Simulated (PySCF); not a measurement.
# CH3NO2Si: core binding energies at several levels of theory, part 3 of 3

PySCF 2.14.0. Atoms count from 0.

### 8 Core-electron binding energies: SCAN, X2C

Job settings and geometry (Å):

```
{"job": {"kind": "xps", "basis": "def2-TZVP"}, "charge": 0, "multiplicity": 1}
N      2.478950     0.838482    -0.365233
C      1.439092     0.449709    -0.029768
Si    -0.262628    -0.148773     0.464958
O     -0.483329    -1.683541    -0.075722
O     -1.311338     0.934412    -0.200462
H     -0.364757    -0.204779     1.931974
H     -0.484623    -1.841536    -1.024784
H     -0.957233     1.635341    -0.755108
```

Method: delta-SCF UKS SCAN, def2-TZVP on the ionised atom, pcseg-1 elsewhere, spin-free X2C.

Output:

```text
ground state, core basis on atom 0 (N), 106 functions
  cycle   1  E = -535.06940143  |g| = 9.50e-01
  cycle   2  E = -534.56636118  |g| = 1.84e+00
  cycle   3  E = -535.21557344  |g| = 3.45e-01
  cycle   4  E = -535.23762610  |g| = 1.63e-01
  cycle   5  E = -535.24348759  |g| = 3.06e-02
  cycle   6  E = -535.24372544  |g| = 4.45e-03
  cycle   7  E = -535.24372723  |g| = 1.38e-03
  cycle   8  E = -535.24373005  |g| = 8.33e-04
  cycle   9  E = -535.24373113  |g| = 2.99e-04
  E(ground) = -535.28518608 Eh
hole in N 1s of atom 0
  cycle   1  E = -519.63650796  |g| = 1.78e+00
  cycle   2  E = -514.99206126  |g| = 2.86e+00
  cycle   3  E = -519.45182840  |g| = 1.35e+00
  cycle   4  E = -520.06147412  |g| = 7.55e-01
  cycle   5  E = -520.23290844  |g| = 4.32e-01
  cycle   6  E = -520.30120243  |g| = 1.19e-01
  cycle   7  E = -520.31146704  |g| = 3.06e-02
  cycle   8  E = -520.31183313  |g| = 2.83e-02
  cycle   9  E = -520.31226542  |g| = 9.74e-03
  cycle  10  E = -520.31240157  |g| = 5.27e-03
  cycle  11  E = -520.31245995  |g| = 2.12e-03
  cycle  12  E = -520.31246362  |g| = 6.24e-04
  cycle  13  E = -520.31246448  |g| = 1.93e-04
  E(ion) = -520.35347943 Eh   <S^2> = 0.8243   hole on atom = 1.000   binding energy = 406.312 eV
ground state, core basis on atom 1 (C), 106 functions
  cycle   1  E = -535.23484128  |g| = 2.64e-02
  cycle   2  E = -535.23375088  |g| = 7.40e-02
  cycle   3  E = -535.23497721  |g| = 8.60e-03
  cycle   4  E = -535.23499406  |g| = 1.44e-03
  cycle   5  E = -535.23499617  |g| = 8.62e-04
  cycle   6  E = -535.23499424  |g| = 1.79e-04
  E(ground) = -535.27977981 Eh
hole in C 1s of atom 1
  cycle   1  E = -523.95920537  |g| = 1.46e+00
  cycle   2  E = -519.01577270  |g| = 2.87e+00
  cycle   3  E = -523.51054364  |g| = 1.38e+00
  cycle   4  E = -524.24966861  |g| = 7.38e-01
  cycle   5  E = -524.40460859  |g| = 4.23e-01
  cycle   6  E = -524.47823309  |g| = 9.56e-02
  cycle   7  E = -524.48376394  |g| = 2.07e-02
  cycle   8  E = -524.48401240  |g| = 1.62e-02
  cycle   9  E = -524.48416606  |g| = 7.11e-03
  cycle  10  E = -524.48424789  |g| = 3.96e-03
  cycle  11  E = -524.48431204  |g| = 1.62e-03
  cycle  12  E = -524.48432021  |g| = 5.43e-04
  cycle  13  E = -524.48432123  |g| = 2.44e-04
  E(ion) = -524.52668498 Eh   <S^2> = 0.8171   hole on atom = 1.000   binding energy = 292.607 eV
ground state, core basis on atom 2 (Si), 108 functions
  cycle   1  E = -535.27434569  |g| = 7.72e-02
  cycle   2  E = -535.27009633  |g| = 1.53e-01
  cycle   3  E = -535.27475757  |g| = 5.59e-02
  cycle   4  E = -535.27544035  |g| = 6.79e-03
  cycle   5  E = -535.27544841  |g| = 2.53e-03
  cycle   6  E = -535.27544999  |g| = 4.42e-04
  E(ground) = -535.27660181 Eh
hole in Si 1s of atom 2
  cycle   1  E = -466.25379694  |g| = 2.95e+00
  cycle   2  E = -465.95510144  |g| = 1.96e+00
  cycle   3  E = -466.03699218  |g| = 1.49e+00
  cycle   4  E = -467.03191372  |g| = 5.38e-01
  cycle   5  E = -467.14172125  |g| = 2.30e-01
  cycle   6  E = -467.16136738  |g| = 1.03e-01
  cycle   7  E = -467.16610218  |g| = 1.52e-02
  cycle   8  E = -467.16621019  |g| = 3.97e-03
  cycle   9  E = -467.16621715  |g| = 1.31e-03
  cycle  10  E = -467.16621824  |g| = 1.04e-03
  cycle  11  E = -467.16621809  |g| = 1.95e-04
  E(ion) = -467.17536183 Eh   <S^2> = 0.7517   hole on atom = 1.000   binding energy = 1853.129 eV
hole in Si 2p of atom 2
  cycle   1  E = -530.93679636  |g| = 1.19e+00
  cycle   2  E = -530.53633846  |g| = 1.29e+00
  cycle   3  E = -530.82286751  |g| = 9.35e-01
  cycle   4  E = -531.21204537  |g| = 2.40e-01
  cycle   5  E = -531.23363653  |g| = 1.02e-01
  cycle   6  E = -531.23719044  |g| = 4.42e-02
  cycle   7  E = -531.23806714  |g| = 9.15e-03
  cycle   8  E = -531.23810742  |g| = 2.17e-03
  cycle   9  E = -531.23810967  |g| = 5.68e-04
  cycle  10  E = -531.23811017  |g| = 4.52e-04
  E(ion) = -531.25145214 Eh   <S^2> = 0.7515   hole on atom = 1.003   binding energy = 109.530 eV
  2p3/2 = 109.366 eV   2p1/2 = 109.981 eV
ground state, core basis on atom 3 (O), 106 functions
  cycle   1  E = -535.26044944  |g| = 5.07e-02
  cycle   2  E = -535.25940051  |g| = 8.96e-02
  cycle   3  E = -535.26081446  |g| = 1.61e-02
  cycle   4  E = -535.26083509  |g| = 1.28e-02
  cycle   5  E = -535.26087062  |g| = 1.26e-03
  cycle   6  E = -535.26087319  |g| = 5.37e-04
  cycle   7  E = -535.26087277  |g| = 1.38e-04
  E(ground) = -535.30091904 Eh
hole in O 1s of atom 3
  cycle   1  E = -514.62615649  |g| = 2.13e+00
  cycle   2  E = -514.23718746  |g| = 1.91e+00
  cycle   3  E = -515.23636318  |g| = 6.46e-01
  cycle   4  E = -515.15254247  |g| = 7.19e-01
  cycle   5  E = -515.39932520  |g| = 1.39e-01
  cycle   6  E = -515.40650816  |g| = 6.85e-02
  cycle   7  E = -515.40825585  |g| = 1.17e-02
  cycle   8  E = -515.40832646  |g| = 3.23e-03
  cycle   9  E = -515.40833369  |g| = 1.00e-03
  cycle  10  E = -515.40833405  |g| = 2.26e-04
  E(ion) = -515.44947633 Eh   <S^2> = 0.7605   hole on atom = 1.000   binding energy = 540.185 eV
```

Wall time 15 s (1 thread of Arm Neoverse V1, shared host); peak memory 0.47 GiB.

Binding energies by hole, beside the orbital energy of the ground state; the difference holds orbital relaxation and, for a density functional, its self-interaction error:

```
       hole  stands for                  environment  ΔSCF (eV; 2p as the shell's mean)  −ε (eV)   ⟨S²⟩
  N1s on N0          N0             nitrile nitrogen                             406.31    386.5  0.824
  C1s on C1          C1               nitrile carbon                             292.61    274.4  0.817
Si1s on Si2         Si2  silicon bonded to C, 2 O, H                            1853.13   1796.4  0.752
Si2p on Si2         Si2  silicon bonded to C, 2 O, H                             109.57     98.2  0.752
  O1s on O3      O3, O4       oxygen bonded to Si, H                             540.19    517.5  0.760
```

Each hole run stands for the others of its class of like atoms.

With the spin-orbit splitting: Si2 2p3/2 109.37, 2p1/2 109.98 eV. The table gives each 2p level as the mean over the whole 2p shell (two parts 2p3/2, one part 2p1/2), which differs a little from the single hole in the log.

### 9 X-ray photoelectron lines: SCAN, non-relativistic

The job, as its differences from that of step 8:

```diff
@@ -1,2 +1,2 @@
-{"job": {"kind": "xps", "basis": "def2-TZVP"}, "charge": 0, "multiplicity": 1}
+{"job": {"kind": "xps", "x2c": false}, "charge": 0, "multiplicity": 1}
 N      2.478950     0.838482    -0.365233
```

Method: delta-SCF UKS SCAN, pcX-2 on the ionised atom, pcseg-1 elsewhere, non-relativistic.

Output:

```text
ground state, core basis on atom 0 (N), 120 functions
  cycle   1  E = -534.37860613  |g| = 9.46e-01
  cycle   2  E = -533.88329109  |g| = 1.83e+00
  cycle   3  E = -534.52321574  |g| = 3.46e-01
  cycle   4  E = -534.54480686  |g| = 1.66e-01
  cycle   5  E = -534.55085699  |g| = 3.19e-02
  cycle   6  E = -534.55110110  |g| = 4.90e-03
  cycle   7  E = -534.55110766  |g| = 1.45e-03
  cycle   8  E = -534.55110713  |g| = 8.20e-04
  cycle   9  E = -534.55110632  |g| = 3.38e-04
  E(ground) = -534.59217718 Eh
hole in N 1s of atom 0
  cycle   1  E = -518.94996246  |g| = 1.84e+00
  cycle   2  E = -514.25482105  |g| = 3.05e+00
  cycle   3  E = -518.81357579  |g| = 1.33e+00
  cycle   4  E = -519.41905950  |g| = 7.43e-01
  cycle   5  E = -519.56965512  |g| = 4.40e-01
  cycle   6  E = -519.63874926  |g| = 1.09e-01
  cycle   7  E = -519.64732013  |g| = 3.08e-02
  cycle   8  E = -519.64760235  |g| = 3.08e-02
  cycle   9  E = -519.64808087  |g| = 9.83e-03
  cycle  10  E = -519.64820099  |g| = 5.08e-03
  cycle  11  E = -519.64825089  |g| = 2.03e-03
  cycle  12  E = -519.64825486  |g| = 5.43e-04
  cycle  13  E = -519.64825577  |g| = 1.77e-04
  E(ion) = -519.68896162 Eh   <S^2> = 0.8277   hole on atom = 1.000   binding energy = 405.537 eV
ground state, core basis on atom 1 (C), 120 functions
  cycle   1  E = -534.54220344  |g| = 4.19e-02
  cycle   2  E = -534.54173058  |g| = 5.00e-02
  cycle   3  E = -534.54187762  |g| = 4.22e-02
  cycle   4  E = -534.54228147  |g| = 5.26e-03
  cycle   5  E = -534.54229060  |g| = 1.10e-03
  cycle   6  E = -534.54229121  |g| = 2.37e-04
  E(ground) = -534.58673176 Eh
hole in C 1s of atom 1
  cycle   1  E = -523.26890353  |g| = 1.50e+00
  cycle   2  E = -518.21435197  |g| = 3.02e+00
  cycle   3  E = -522.84511187  |g| = 1.38e+00
  cycle   4  E = -523.58304141  |g| = 7.40e-01
  cycle   5  E = -523.73277530  |g| = 4.29e-01
  cycle   6  E = -523.80399947  |g| = 1.05e-01
  cycle   7  E = -523.81056373  |g| = 2.08e-02
  cycle   8  E = -523.81081932  |g| = 1.83e-02
  cycle   9  E = -523.81100130  |g| = 7.54e-03
  cycle  10  E = -523.81109177  |g| = 4.44e-03
  cycle  11  E = -523.81116947  |g| = 1.94e-03
  cycle  12  E = -523.81118262  |g| = 6.83e-04
  cycle  13  E = -523.81118455  |g| = 3.51e-04
  E(ion) = -523.85355127 Eh   <S^2> = 0.8279   hole on atom = 1.000   binding energy = 292.065 eV
ground state, core basis on atom 2 (Si), 131 functions
  cycle   1  E = -534.59227298  |g| = 5.64e-02
  cycle   2  E = -534.59030431  |g| = 1.06e-01
  cycle   3  E = -534.59247396  |g| = 4.32e-02
  cycle   4  E = -534.59289169  |g| = 3.20e-03
  cycle   5  E = -534.59289280  |g| = 9.32e-04
  cycle   6  E = -534.59289355  |g| = 3.88e-04
  E(ground) = -534.59466420 Eh
hole in Si 1s of atom 2
  cycle   1  E = -465.75877132  |g| = 4.32e+00
  cycle   2  E = -465.49311822  |g| = 2.33e+00
  cycle   3  E = -465.42738100  |g| = 1.64e+00
  cycle   4  E = -466.51473413  |g| = 7.60e-01
  cycle   5  E = -466.74596742  |g| = 2.96e-01
  cycle   6  E = -466.77893833  |g| = 1.28e-01
  cycle   7  E = -466.78549257  |g| = 2.96e-02
  cycle   8  E = -466.78590935  |g| = 5.57e-03
  cycle   9  E = -466.78592487  |g| = 2.55e-03
  cycle  10  E = -466.78592676  |g| = 1.64e-03
  cycle  11  E = -466.78592864  |g| = 2.19e-04
  E(ion) = -466.79451353 Eh   <S^2> = 0.7520   hole on atom = 1.000   binding energy = 1844.936 eV
hole in Si 2p of atom 2
  cycle   1  E = -530.25753168  |g| = 1.23e+00
  cycle   2  E = -529.86482359  |g| = 1.35e+00
  cycle   3  E = -530.16866630  |g| = 9.16e-01
  cycle   4  E = -530.53701805  |g| = 2.46e-01
  cycle   5  E = -530.55896222  |g| = 1.08e-01
  cycle   6  E = -530.56295396  |g| = 4.66e-02
  cycle   7  E = -530.56391523  |g| = 9.62e-03
  cycle   8  E = -530.56395805  |g| = 2.48e-03
  cycle   9  E = -530.56396032  |g| = 8.86e-04
  cycle  10  E = -530.56396074  |g| = 5.26e-04
  cycle  11  E = -530.56396066  |g| = 9.50e-05
  E(ion) = -530.57691130 Eh   <S^2> = 0.7516   hole on atom = 1.003   binding energy = 109.329 eV
  2p3/2 = 109.161 eV   2p1/2 = 109.781 eV
ground state, core basis on atom 3 (O), 120 functions
  cycle   1  E = -534.56853277  |g| = 6.33e-02
  cycle   2  E = -534.56791251  |g| = 7.12e-02
  cycle   3  E = -534.56865329  |g| = 3.09e-02
  cycle   4  E = -534.56875590  |g| = 1.81e-02
  cycle   5  E = -534.56882995  |g| = 3.01e-03
  cycle   6  E = -534.56883072  |g| = 3.25e-04
  E(ground) = -534.60865483 Eh
hole in O 1s of atom 3
  cycle   1  E = -513.94804558  |g| = 2.21e+00
  cycle   2  E = -513.51459896  |g| = 2.16e+00
  cycle   3  E = -514.61659033  |g| = 5.88e-01
  cycle   4  E = -514.46889028  |g| = 7.56e-01
  cycle   5  E = -514.74679437  |g| = 1.37e-01
  cycle   6  E = -514.75355459  |g| = 7.06e-02
  cycle   7  E = -514.75539061  |g| = 1.38e-02
  cycle   8  E = -514.75548819  |g| = 3.41e-03
  cycle   9  E = -514.75549314  |g| = 1.06e-03
  cycle  10  E = -514.75549447  |g| = 2.29e-04
  E(ion) = -514.79601361 Eh   <S^2> = 0.7612   hole on atom = 1.000   binding energy = 539.129 eV
```

It took 16 s on 1 thread of Arm Neoverse V1, shared host; peak memory 0.47 GiB.

The holes in one table. −ε is the ground-state orbital energy:

```
       hole  stands for                  environment  ΔSCF (eV; 2p as the shell's mean)  −ε (eV)   ⟨S²⟩
  N1s on N0          N0             nitrile nitrogen                             405.54    386.4  0.828
  C1s on C1          C1               nitrile carbon                             292.06    274.4  0.828
Si1s on Si2         Si2  silicon bonded to C, 2 O, H                            1844.94   1791.3  0.752
Si2p on Si2         Si2  silicon bonded to C, 2 O, H                             109.37     98.1  0.752
  O1s on O3      O3, O4       oxygen bonded to Si, H                             539.13    517.2  0.761
```

Each hole run stands for the others of its class of like atoms.

With the spin-orbit splitting: Si2 2p3/2 109.16, 2p1/2 109.78 eV. The table gives each 2p level as the mean over the whole 2p shell (two parts 2p3/2, one part 2p1/2), which differs a little from the single hole in the log.

### 10 Outcome

What follows sums up all 3 parts.

| quantity | value |
| --- | --- |
| N1s binding energies, SCAN/pcX-2 | N0 405.74 eV |
| C1s binding energies, SCAN/pcX-2 | C1 292.16 eV |
| Si1s binding energies, SCAN/pcX-2 | Si2 1849.29 eV |
| Si2p binding energies, SCAN/pcX-2 | Si2 109.32 eV |
| O1s binding energies, SCAN/pcX-2 | O3 539.51 eV |
| N1s binding energies, B3LYP/pcX-2 | N0 405.85 eV |
| C1s binding energies, B3LYP/pcX-2 | C1 292.33 eV |
| Si1s binding energies, B3LYP/pcX-2 | Si2 1848.00 eV |
| Si2p binding energies, B3LYP/pcX-2 | Si2 109.36 eV |
| O1s binding energies, B3LYP/pcX-2 | O3 539.32 eV |
| N1s binding energies, PBE0/pcX-2 | N0 405.34 eV |
| C1s binding energies, PBE0/pcX-2 | C1 291.78 eV |
| Si1s binding energies, PBE0/pcX-2 | Si2 1847.13 eV |
| Si2p binding energies, PBE0/pcX-2 | Si2 109.01 eV |
| O1s binding energies, PBE0/pcX-2 | O3 538.80 eV |
| N1s binding energies, PBE/pcX-2 | N0 404.81 eV |
| C1s binding energies, PBE/pcX-2 | C1 291.22 eV |
| Si1s binding energies, PBE/pcX-2 | Si2 1845.78 eV |
| Si2p binding energies, PBE/pcX-2 | Si2 108.51 eV |
| O1s binding energies, PBE/pcX-2 | O3 538.46 eV |
| Si1s binding energies, HF/pcX-2 | Si2 1850.62 eV |
| Si2p binding energies, HF/pcX-2 | Si2 109.19 eV |
| O1s binding energies, HF/pcX-2 | O3 539.00 eV |
| N1s binding energies, SCAN/pcX-1 | N0 405.80 eV |
| C1s binding energies, SCAN/pcX-1 | C1 292.19 eV |
| Si1s binding energies, SCAN/pcX-1 | Si2 1849.52 eV |
| Si2p binding energies, SCAN/pcX-1 | Si2 109.68 eV |
| O1s binding energies, SCAN/pcX-1 | O3 539.65 eV |
| N1s binding energies, SCAN/def2-TZVP | N0 406.31 eV |
| C1s binding energies, SCAN/def2-TZVP | C1 292.61 eV |
| Si1s binding energies, SCAN/def2-TZVP | Si2 1853.13 eV |
| Si2p binding energies, SCAN/def2-TZVP | Si2 109.57 eV |
| O1s binding energies, SCAN/def2-TZVP | O3 540.19 eV |
| N1s binding energies, SCAN/pcX-2, non-relativistic | N0 405.54 eV |
| C1s binding energies, SCAN/pcX-2, non-relativistic | C1 292.06 eV |
| Si1s binding energies, SCAN/pcX-2, non-relativistic | Si2 1844.94 eV |
| Si2p binding energies, SCAN/pcX-2, non-relativistic | Si2 109.37 eV |
| O1s binding energies, SCAN/pcX-2, non-relativistic | O3 539.13 eV |

**Reading.** Single values in the summary come from the first run of each kind that ended normally (SCAN/pcX-2), which need not be the best level.
